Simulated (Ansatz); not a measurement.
# ZnC3: the cost of one run

Program: Ansatz 0.2.0. Level of theory: DFT PBE, scalar-relativistic, plane waves, PAW. These are calculated values, not measurements.

### 1 Starting point

It takes space group P6/mmm (No. 191, hexagonal). Conventional cell: a = 3.350 Å, b = 3.350 Å, c = 4.518 Å, α = 90.00°, β = 90.00°, γ = 120.00°. Zn (site symmetry 6/mmm) has 12 C at 2.81 Å as nearest neighbours. C (site symmetry mmm) is surrounded by 4 C at 1.67 Å.

As a file:

```
Zn C
1.0
     3.34984    0.00000    0.00000
    -1.67492    2.90104    0.00000
     0.00000    0.00000    4.51802
Zn C
1 3
Direct
  0.00000 0.00000 0.50000
  0.50000 0.00000 0.00000
  0.00000 0.50000 0.00000
  0.50000 0.50000 0.00000
```

Recipe of the guess: random cell by space group and Wyckoff sites (P6/mmm, No. 191). Lengths come from tabulated atomic sizes and are only a guess.

### 2 Probe: one point on a coarse mesh

File input.yaml:

```yaml
crystal:
  lattice:
    - [3.34983532, 0.0, 0.0]
    - [-1.67491766, 2.90104249, 0.0]
    - [0.0, 0.0, 4.51802427]
  atoms:
    - { symbol: Zn, position: [0.0, 0.0, 0.5] }
    - { symbol: C, position: [0.5, 0.0, 0.0] }
    - { symbol: C, position: [0.0, 0.5, 0.0] }
    - { symbol: C, position: [0.5, 0.5, 0.0] }
basis:
  ecutwfc: 420
kpoints:
  mp_grid: { grid: [6, 6, 4] }
hamiltonian:
  xc: pbe
scf:
  occupations: { method: gaussian, width: 0.1 }
  lower_state_search: "off"
output:
  forces: true
  stress: true
  eigenvalues: true
```

Started as:

```sh
$ ansatz run input.yaml --threads 1 --pin off --max-ram 2560MiB --backend cpu --events-out ev --progress --plain --runs-dir out
```

**Question.** How long does this run take on 1 thread of Arm Neoverse N1, shared host, and how much memory does it need?

About 2.2 s, with a peak of 0.28 GiB.
